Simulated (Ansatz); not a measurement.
# Si16N: the cost of one run

Program: Ansatz 0.2.0. Level of theory: DFT PBE+D3(BJ), plane waves, PAW, scalar-relativistic, collinear spin. These are calculated values, not measurements.

## (1) Starting point

The cell holds 17 atoms (NSi16): a = 7.679 Å, b = 7.679 Å, c = 7.679 Å, α = 60.00°, β = 60.00°, γ = 60.00°.

The coordinates stand in the first input below.

## (2) Preparing the start

input.yaml reads:

```yaml
accuracy: low
crystal:
  lattice:
    - [0.0, 5.43, 5.43]
    - [5.43, 0.0, 5.43]
    - [5.43, 5.43, 0.0]
  atoms:
    - { symbol: Si, position: [0.0, 0.0, 0.0] }
    - { symbol: Si, position: [0.125, 0.125, 0.125] }
    - { symbol: Si, position: [0.0, 0.0, 0.5] }
    - { symbol: Si, position: [0.125, 0.125, 0.625] }
    - { symbol: Si, position: [0.0, 0.5, 0.0] }
    - { symbol: Si, position: [0.125, 0.625, 0.125] }
    - { symbol: Si, position: [0.0, 0.5, 0.5] }
    - { symbol: Si, position: [0.125, 0.625, 0.625] }
    - { symbol: Si, position: [0.5, 0.0, 0.0] }
    - { symbol: Si, position: [0.625, 0.125, 0.125] }
    - { symbol: Si, position: [0.5, 0.0, 0.5] }
    - { symbol: Si, position: [0.625, 0.125, 0.625] }
    - { symbol: Si, position: [0.5, 0.5, 0.0] }
    - { symbol: Si, position: [0.625, 0.625, 0.125] }
    - { symbol: Si, position: [0.5, 0.5, 0.5] }
    - { symbol: Si, position: [0.625, 0.625, 0.625] }
    - { symbol: "N", position: [0.7597632, 0.7434227, 0.2431277], spin: 1.0 }
magnetization:
  spin_polarized: true
basis:
  ecutwfc: 420.0
kpoints:
  mp_grid: { grid: [2, 2, 2] }
hamiltonian:
  xc: pbe
  dispersion: d3bj
  pseudopotentials: { kind: paw, azcp: { folder: soft_1 } }
scf:
  occupations: { method: fermi_dirac, width: 0.02 }
  lower_state_search: "off"
relax:
  f_tol: 0.08
  max_steps: 25
  adjacent_minimum: "off"
```

Run with:

```bash
$ ansatz run input.yaml --threads 1 --pin off --max-ram 3072MiB --backend cpu --events-out ev --progress --plain --runs-dir out
```

**Question.** How long does this run take on 1 thread of Arm Neoverse V2, shared host, and how much memory does it need?

About 4.3 min, with a peak of 0.66 GiB.
